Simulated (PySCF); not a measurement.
# C₆H₄Si: electronic excitations at several levels of theory

How much do the electronic excitations of C₆H₄Si (`c1ccc2c(c1)[Si]2`) depend on the level of theory, and what does each level cost?

The runs use PySCF 2.14.0, with density-fitted response routines of our own; the level of theory stands in each step. All values are computed, except where a source is named. Atoms count from 0, in the outputs and in this text.

### 1 The starting structure

11 atoms, charge 0, multiplicity 1; geometry from: GFN2-xTB.

Bonds of the start (Å): C0–C1 1.39, C1–C2 1.39, C2–C3 1.38, C3–C4 1.41, C4–C5 1.38, C4–Si6 1.89, C5–C0 1.39, Si6–C3 1.89, C0–H7 1.08, C1–H8 1.08, C2–H9 1.08, C5–H10 1.08.

### 2 Relaxing the molecule at PBE0-D3(BJ)/def2-SVP

The job: settings as JSON, then the geometry in Å.

```
{"job": {"xc": "PBE0", "basis": "def2-SVP", "d3": "d3bj", "grid": 2, "kind": "geom"}, "charge": 0, "multiplicity": 1}
C     -1.913130    -0.726620     0.078590
C     -1.936470     0.665850     0.030670
C     -0.770990     1.416910    -0.027920
C      0.414780     0.709950    -0.036200
C      0.438350    -0.696480     0.011990
C     -0.723090    -1.440500     0.070320
Si     2.182000     0.034650    -0.059960
H     -2.853760    -1.260840     0.122930
H     -2.894490     1.170080     0.040220
H     -0.812280     2.499010    -0.064270
H     -0.728090    -2.523330     0.107990
```

Standard output:

```text
step   0  E = -519.81173524  max force = 0.031332
step   1  E = -519.81497909  max force = 0.007597
step   2  E = -519.81521160  max force = 0.001955
step   3  E = -519.81522108  max force = 0.000684
step   4  E = -519.81522253  max force = 0.000762
step   5  E = -519.81522500  max force = 0.000120
optimisation converged
```

Wall time 48 s (4 threads of Intel Xeon Platinum 8259CL at 2.50GHz (Skylake/Cascade Lake), shared host).

The steps of the relaxation:

| step | energy from step 0 (eV) | largest force component (eV/Å) |
| --- | --- | --- |
| 0 | 0.0000 | 1.6112 |
| 1 | -0.0883 | 0.3907 |
| 2 | -0.0946 | 0.1005 |
| 3 | -0.0949 | 0.0352 |
| 4 | -0.0949 | 0.0392 |
| 5 | -0.0950 | 0.0062 |

Distances of close pairs at the start and the end, largest changes first:

| bond | before (Å) | after (Å) | change (Å) |
| --- | --- | --- | --- |
| C4–Si6 | 1.892 | 1.838 | -0.054 |
| C3–Si6 | 1.892 | 1.838 | -0.054 |
| C2–C3 | 1.381 | 1.407 | +0.027 |
| C4–C5 | 1.381 | 1.407 | +0.027 |
| C0–C1 | 1.393 | 1.420 | +0.026 |
| C3–C4 | 1.407 | 1.393 | -0.015 |
| C1–H8 | 1.083 | 1.094 | +0.011 |
| C0–H7 | 1.083 | 1.094 | +0.011 |

The final coordinates are the input of the step that follows.

| at the end point | value |
| --- | --- |
| point group (found at 0.08 Å tolerance) | C2v |
| rotational constants (GHz, main isotopes) | 5.651, 1.988, 1.471 |
| dipole moment (D) | 1.89 |

### 3 Ultraviolet spectrum: CAM-B3LYP/def2-SVPD

The job: settings as JSON, then the geometry in Å.

```
{"job": {"kind": "uv", "xc": "CAM-B3LYP", "basis": "def2-SVPD", "nstates": 12, "ntriplets": 4}, "charge": 0, "multiplicity": 1}
C     -1.910696    -0.739445     0.077888
C     -1.934458     0.679483     0.029304
C     -0.770446     1.426358    -0.027844
C      0.436213     0.702642    -0.035083
C      0.459253    -0.689171     0.012635
C     -0.722869    -1.450128     0.070614
Si     2.148048     0.033318    -0.056929
H     -2.864138    -1.273933     0.122117
H     -2.905098     1.183953     0.037964
H     -0.808256     2.519185    -0.064830
H     -0.724722    -2.543583     0.108525
```

With the program's defaults for keys left out, this is: TDDFT CAM-B3LYP/def2-SVPD, vertical, gas phase, core orbitals frozen in the response.

Standard output:

```text
coarse grid: 10624 points
cycle   1  E = -519.9492769313  dE =  1.345e+00  |g| = 3.399e-01  |ddm| = 7.811e+00
cycle   2  E = -519.9455518971  dE =  3.725e-03  |g| = 3.779e-01  |ddm| = 1.798e+00
cycle   3  E = -519.9865329492  dE = -4.098e-02  |g| = 4.781e-02  |ddm| = 9.975e-01
cycle   4  E = -519.9870226229  dE = -4.897e-04  |g| = 2.817e-02  |ddm| = 1.992e-01
cycle   5  E = -519.9872444543  dE = -2.218e-04  |g| = 3.610e-03  |ddm| = 8.381e-02
cycle   6  E = -519.9872491413  dE = -4.687e-06  |g| = 7.925e-04  |ddm| = 1.581e-02
final grid: 100664 points
cycle   7  E = -520.0740890447  dE = -2.404e-05  |g| = 2.481e-03  |ddm| = 1.194e-01
cycle   8  E = -520.0740891292  dE = -8.442e-08  |g| = 2.526e-03  |ddm| = 1.443e-02
cycle   9  E = -520.0740908958  dE = -1.767e-06  |g| = 1.905e-04  |ddm| = 6.337e-03
cycle  10  E = -520.0740909092  dE = -1.340e-08  |g| = 7.918e-05  |ddm| = 9.872e-04
cycle  11  E = -520.0740909114  dE = -2.252e-09  |g| = 2.870e-05  |ddm| = 3.197e-04
cycle  12  E = -520.0740909118  dE = -3.429e-10  |g| = 9.314e-06  |ddm| = 1.067e-04
converged SCF energy = -520.0740909118

Static polarisability (au): isotropic 94.528, principal 59.444 93.548 130.591

Singlet excitations
state   eV       nm        f      main configurations
  1   3.2526    381.2   0.01456   H->L 0.98
  2   4.1183    301.1   0.00000   H-2->L 0.97
  3   4.9141    252.3   0.03036   H-1->L 0.97
  4   4.9880    248.6   0.00000   H->L+1 0.94
  5   5.0363    246.2   0.09360   H-3->L 0.81, H-1->L+1 0.14
  6   5.6840    218.1   0.02681   H->L+2 0.92
  7   5.9736    207.6   0.02373   H->L+3 0.77, H-3->L+1 0.18
  8   5.9944    206.8   0.00967   H-2->L+1 0.93
  9   6.3083    196.5   0.28683   H-1->L+1 0.60, H-3->L+2 0.19, H-3->L 0.11
 10   6.4882    191.1   0.00000   H-2->L+2 0.95
 11   6.6805    185.6   0.01655   H->L+4 0.78, H->L+5 0.14
 12   6.8736    180.4   0.04038   H-4->L 0.92

Triplet excitations (Tamm-Dancoff, eV): 2.4072 3.5213 3.8316 4.1275
```

Run time: 32 s. Hardware: 4 threads of Intel Xeon Platinum 8259CL at 2.50GHz (Skylake/Cascade Lake), shared host.

Frontier orbitals and where they lie:

| orbital | eV | atoms |
| --- | --- | --- |
| HOMO−3 | -9.19 | C4 20 %, C3 20 %, C1 18 % |
| HOMO−2 | -9.12 | Si6 28 %, C4 26 %, C3 26 % |
| HOMO−1 | -8.80 | C5 25 %, C2 25 %, C0 12 % |
| HOMO | -7.91 | Si6 49 %, C4 19 %, C3 19 % |
| LUMO | -1.17 | Si6 46 %, C3 10 %, C4 10 % |
| LUMO+1 | 0.63 | C4 20 %, C3 20 %, C1 17 % |
| LUMO+2 | 1.15 | Si6 31 %, C5 15 %, C2 15 % |

With each of the 12 states as a Gaussian band of 0.4 eV half-width at 1/e, the curve within the window shown has maxima at 381 nm (ε 590), 247 nm (ε 5,000), 197 nm (ε 13,000) L/(mol cm). Beyond the last state computed it falls off for lack of states. The curve at chosen wavelengths:

```csv
nm,ε (L/mol/cm)
173,1186
185,6377
197,12902
208,7640
220,2877
232,3129
244,4884
255,4385
267,2253
279,745
291,178
302,45
314,34
326,88
338,199
349,334
361,478
373,570
385,586
396,538
408,445
420,337
432,237
443,164
455,104
467,64
```

Further results of this job:

| property | computed |
| --- | --- |
| dipole moment (D) | 1.60 |
| polarisability (Å³) | 14.01 |
| HOMO–LUMO gap (eV) | 6.74 |
| −ε(HOMO) (eV) | 7.91 |

### 4 TDDFT and polarisability: PBE0/def2-SVPD

Settings changed since step 3:

```diff
@@ -1,2 +1,2 @@
-{"job": {"kind": "uv", "xc": "CAM-B3LYP", "basis": "def2-SVPD", "nstates": 12, "ntriplets": 4}, "charge": 0, "multiplicity": 1}
+{"job": {"kind": "uv", "xc": "PBE0", "basis": "def2-SVPD", "nstates": 12, "ntriplets": 4}, "charge": 0, "multiplicity": 1}
 C     -1.910696    -0.739445     0.077888
```

Method: TDDFT PBE0/def2-SVPD, vertical, gas phase, core orbitals frozen in the response.

Standard output:

```text
coarse grid: 10624 points
cycle   1  E = -519.6922826532  dE =  1.155e+00  |g| = 3.929e-01  |ddm| = 7.098e+00
cycle   2  E = -519.6078161931  dE =  8.447e-02  |g| = 6.555e-01  |ddm| = 2.523e+00
cycle   3  E = -519.7394038485  dE = -1.316e-01  |g| = 5.443e-02  |ddm| = 1.676e+00
cycle   4  E = -519.7397921928  dE = -3.883e-04  |g| = 4.005e-02  |ddm| = 2.365e-01
cycle   5  E = -519.7402220534  dE = -4.299e-04  |g| = 9.876e-03  |ddm| = 1.242e-01
cycle   6  E = -519.7402544569  dE = -3.240e-05  |g| = 1.109e-03  |ddm| = 3.950e-02
cycle   7  E = -519.7402547771  dE = -3.202e-07  |g| = 3.446e-04  |ddm| = 4.006e-03
final grid: 100664 points
cycle   8  E = -519.8116944037  dE = -2.157e-05  |g| = 5.953e-03  |ddm| = 1.431e-01
cycle   9  E = -519.8116844916  dE =  9.912e-06  |g| = 8.193e-03  |ddm| = 3.475e-02
cycle  10  E = -519.8117048224  dE = -2.033e-05  |g| = 6.635e-04  |ddm| = 2.298e-02
cycle  11  E = -519.8117049484  dE = -1.261e-07  |g| = 1.909e-04  |ddm| = 2.206e-03
cycle  12  E = -519.8117049568  dE = -8.337e-09  |g| = 6.920e-05  |ddm| = 7.240e-04
cycle  13  E = -519.8117049582  dE = -1.391e-09  |g| = 2.626e-05  |ddm| = 3.000e-04
cycle  14  E = -519.8117049583  dE = -1.787e-10  |g| = 6.720e-06  |ddm| = 7.098e-05
converged SCF energy = -519.8117049583

Static polarisability (au): isotropic 95.447, principal 59.705 93.876 132.759

Singlet excitations
state   eV       nm        f      main configurations
  1   3.0809    402.4   0.01196   H->L 0.99
  2   3.9762    311.8   0.00000   H-2->L 0.98
  3   4.5587    272.0   0.01829   H-1->L 0.97
  4   4.6799    264.9   0.00000   H->L+1 0.97
  5   4.9385    251.1   0.09837   H-3->L 0.84, H-1->L+1 0.13
  6   5.3226    232.9   0.02155   H->L+2 0.97
  7   5.7547    215.4   0.00479   H-2->L+1 0.95
  8   5.9278    209.2   0.03143   H->L+3 0.81, H-3->L+1 0.16
  9   6.1842    200.5   0.00000   H-2->L+2 0.98
 10   6.2035    199.9   0.21284   H-1->L+1 0.59, H-3->L+2 0.25
 11   6.4009    193.7   0.04651   H-4->L 0.94
 12   6.5577    189.1   0.00328   H->L+4 0.82, H->L+5 0.10

Triplet excitations (Tamm-Dancoff, eV): 2.2586 3.3994 3.6476 3.9829
```

It took 28 s on 4 threads of Intel Xeon Platinum 8259CL at 2.50GHz (Skylake/Cascade Lake), shared host.

In short: HOMO -6.64 eV, LUMO -2.26 eV; lowest singlet 3.08 eV.

### 5 Ultraviolet spectrum: PBE/def2-SVPD

Settings changed since step 4:

```diff
@@ -1,2 +1,2 @@
-{"job": {"kind": "uv", "xc": "PBE0", "basis": "def2-SVPD", "nstates": 12, "ntriplets": 4}, "charge": 0, "multiplicity": 1}
+{"job": {"kind": "uv", "xc": "PBE", "basis": "def2-SVPD", "nstates": 12, "ntriplets": 4}, "charge": 0, "multiplicity": 1}
 C     -1.910696    -0.739445     0.077888
```

With the program's defaults for keys left out, this is: TDDFT PBE/def2-SVPD, vertical, gas phase, core orbitals frozen in the response.

Standard output:

```text
coarse grid: 10624 points
cycle   1  E = -519.5757289968  dE =  9.364e-01  |g| = 5.522e-01  |ddm| = 7.916e+00
cycle   2  E = -518.9887843925  dE =  5.869e-01  |g| = 1.452e+00  |ddm| = 4.127e+00
cycle   3  E = -519.6659098856  dE = -6.771e-01  |g| = 1.165e-01  |ddm| = 3.371e+00
cycle   4  E = -519.6702400147  dE = -4.330e-03  |g| = 6.188e-02  |ddm| = 8.142e-01
cycle   5  E = -519.6708976656  dE = -6.577e-04  |g| = 3.591e-02  |ddm| = 1.786e-01
cycle   6  E = -519.6713285877  dE = -4.309e-04  |g| = 7.914e-03  |ddm| = 1.207e-01
cycle   7  E = -519.6713474070  dE = -1.882e-05  |g| = 2.087e-03  |ddm| = 2.586e-02
cycle   8  E = -519.6713484982  dE = -1.091e-06  |g| = 6.290e-04  |ddm| = 6.093e-03
final grid: 100664 points
cycle   9  E = -519.7678796252  dE = -2.918e-05  |g| = 9.686e-03  |ddm| = 2.208e-01
cycle  10  E = -519.7678035382  dE =  7.609e-05  |g| = 1.819e-02  |ddm| = 6.849e-02
cycle  11  E = -519.7679049975  dE = -1.015e-04  |g| = 2.414e-03  |ddm| = 5.205e-02
cycle  12  E = -519.7679071304  dE = -2.133e-06  |g| = 4.845e-04  |ddm| = 8.411e-03
cycle  13  E = -519.7679071719  dE = -4.150e-08  |g| = 2.811e-04  |ddm| = 1.949e-03
cycle  14  E = -519.7679071959  dE = -2.397e-08  |g| = 6.545e-05  |ddm| = 8.216e-04
cycle  15  E = -519.7679071969  dE = -1.055e-09  |g| = 2.118e-05  |ddm| = 2.191e-04
cycle  16  E = -519.7679071971  dE = -1.198e-10  |g| = 1.076e-05  |ddm| = 8.589e-05
converged SCF energy = -519.7679071971

Static polarisability (au): isotropic 97.878, principal 60.066 96.133 137.435

Singlet excitations
state   eV       nm        f      main configurations
  1   2.6842    461.9   0.00683   H->L 0.98
  2   3.5710    347.2   0.00000   H-1->L 0.99
  3   4.0636    305.1   0.00950   H-2->L 0.93
  4   4.1124    301.5   0.00000   H->L+1 0.99
  5   4.6419    267.1   0.08711   H-3->L 0.85, H-2->L+1 0.12
  6   4.6641    265.8   0.01051   H->L+2 0.91
  7   5.2020    238.3   0.00204   H-1->L+1 0.94
  8   5.5595    223.0   0.00000   H-1->L+2 1.00
  9   5.6667    218.8   0.03633   H->L+3 0.84, H-3->L+1 0.12
 10   5.7274    216.5   0.04617   H-4->L 0.83
 11   5.7859    214.3   0.01704   H->L+4 0.71, H-2->L+1 0.20
 12   5.9242    209.3   0.11557   H-2->L+1 0.34, H-3->L+2 0.29, H->L+4 0.26

Triplet excitations (Tamm-Dancoff, eV): 2.0914 3.2656 3.2985 3.7808
```

Run time: 26 s. Hardware: 4 threads of Intel Xeon Platinum 8259CL at 2.50GHz (Skylake/Cascade Lake), shared host.

This run: HOMO -5.52 eV, LUMO -3.05 eV; lowest singlet 2.68 eV.

### 6 Ultraviolet spectrum: B3LYP/def2-SVPD

Settings changed since step 5:

```diff
@@ -1,2 +1,2 @@
-{"job": {"kind": "uv", "xc": "PBE", "basis": "def2-SVPD", "nstates": 12, "ntriplets": 4}, "charge": 0, "multiplicity": 1}
+{"job": {"kind": "uv", "xc": "B3LYP", "basis": "def2-SVPD", "nstates": 12, "ntriplets": 4}, "charge": 0, "multiplicity": 1}
 C     -1.910696    -0.739445     0.077888
```

Level: TDDFT B3LYP/def2-SVPD, vertical, gas phase, core orbitals frozen in the response.

Standard output:

```text
coarse grid: 10624 points
cycle   1  E = -520.0815110295  dE =  1.108e+00  |g| = 4.476e-01  |ddm| = 7.946e+00
cycle   2  E = -519.9276911647  dE =  1.538e-01  |g| = 8.314e-01  |ddm| = 2.906e+00
cycle   3  E = -520.1419474000  dE = -2.143e-01  |g| = 6.528e-02  |ddm| = 2.064e+00
cycle   4  E = -520.1426560879  dE = -7.087e-04  |g| = 4.501e-02  |ddm| = 3.091e-01
cycle   5  E = -520.1431574609  dE = -5.014e-04  |g| = 1.530e-02  |ddm| = 1.432e-01
cycle   6  E = -520.1432361676  dE = -7.871e-05  |g| = 1.831e-03  |ddm| = 5.904e-02
cycle   7  E = -520.1432370940  dE = -9.264e-07  |g| = 4.989e-04  |ddm| = 7.584e-03
final grid: 100664 points
cycle   8  E = -520.2279516350  dE = -3.107e-05  |g| = 3.931e-03  |ddm| = 1.815e-01
cycle   9  E = -520.2279472705  dE =  4.364e-06  |g| = 5.409e-03  |ddm| = 2.228e-02
cycle  10  E = -520.2279559363  dE = -8.666e-06  |g| = 5.963e-04  |ddm| = 1.492e-02
cycle  11  E = -520.2279560626  dE = -1.263e-07  |g| = 1.428e-04  |ddm| = 2.349e-03
cycle  12  E = -520.2279560666  dE = -4.011e-09  |g| = 6.972e-05  |ddm| = 4.721e-04
cycle  13  E = -520.2279560678  dE = -1.212e-09  |g| = 1.888e-05  |ddm| = 1.835e-04
cycle  14  E = -520.2279560679  dE = -7.435e-11  |g| = 9.205e-06  |ddm| = 6.859e-05
converged SCF energy = -520.2279560679

Static polarisability (au): isotropic 96.277, principal 59.753 94.864 134.214

Singlet excitations
state   eV       nm        f      main configurations
  1   3.0549    405.9   0.01097   H->L 0.99
  2   3.9162    316.6   0.00000   H-2->L 0.98
  3   4.4112    281.1   0.01578   H-1->L 0.96
  4   4.6100    268.9   0.00000   H->L+1 0.98
  5   4.8264    256.9   0.09777   H-3->L 0.85, H-1->L+1 0.12
  6   5.2131    237.8   0.01853   H->L+2 0.97
  7   5.6724    218.6   0.00420   H-2->L+1 0.96
  8   5.8240    212.9   0.03050   H->L+3 0.81, H-3->L+1 0.16
  9   6.0625    204.5   0.00000   H-2->L+2 0.99
 10   6.0766    204.0   0.17702   H-1->L+1 0.56, H-3->L+2 0.27
 11   6.3153    196.3   0.00037   H->L+4 0.84
 12   6.3367    195.7   0.04583   H-4->L 0.93

Triplet excitations (Tamm-Dancoff, eV): 2.3468 3.4091 3.6387 3.9401
```

Wall time 29 s (4 threads of Intel Xeon Platinum 8259CL at 2.50GHz (Skylake/Cascade Lake), shared host).

This run: HOMO -6.44 eV, LUMO -2.39 eV; lowest singlet 3.05 eV.

### 7 Comparing the runs: electronic excitations

Excitations and ground-state properties, with basis size and wall time:

| run | lowest singlet (eV) | brightest (eV) | f | gap (eV) | α (Å³) | μ (D) | functions | time |
| --- | --- | --- | --- | --- | --- | --- | --- | --- |
| CAM-B3LYP/def2-SVPD | 3.25 | 6.31 | 0.287 | 6.74 | 14.01 | 1.60 | 176 | 32 s |
| PBE0/def2-SVPD | 3.08 | 6.20 | 0.213 | 4.38 | 14.14 | 1.84 | 176 | 28 s |
| PBE/def2-SVPD | 2.68 | 5.92 | 0.116 | 2.46 | 14.50 | 1.93 | 176 | 26 s |
| B3LYP/def2-SVPD | 3.05 | 6.08 | 0.177 | 4.05 | 14.27 | 1.69 | 176 | 29 s |

### 8 Summary of results

| quantity | value |
| --- | --- |
| point group | C2v |
| rotational constants (main isotopes) | 5.65, 1.99, 1.47 GHz |
| lowest singlet (CAM-B3LYP/def2-SVPD) | 3.25 eV (381 nm), f = 0.015 |
| brightest single state of those computed | state 9, 6.31 eV, f = 0.287 |
| lowest triplet | 2.41 eV |
| range of the lowest singlet | 2.68 to 3.25 eV |

What this shows: Single values in the summary come from the first run of each kind that ended normally (CAM-B3LYP/def2-SVPD), which need not be the best level. Relaxing lowered the energy by 0.095 eV in 5 steps; the close pair that moved most is C4–Si6, from 1.892 to 1.838 Å. The first singlet state (HOMO→LUMO 0.98) lies at 3.25 eV and is weak; of the 12 states computed, the strongest absorption comes from state 9 at 6.31 eV. The lowest triplet lies 0.85 eV below the lowest singlet (triplets in Tamm-Dancoff, singlets in full TDDFT). The lowest singlet runs from 2.68 eV (PBE/def2-SVPD) to 3.25 eV (CAM-B3LYP/def2-SVPD), while the orbital gap spans 2.46 to 6.74 eV: the excitation energy moves far less from run to run than the orbital gap does. The lowest state need not be the same one in every run.
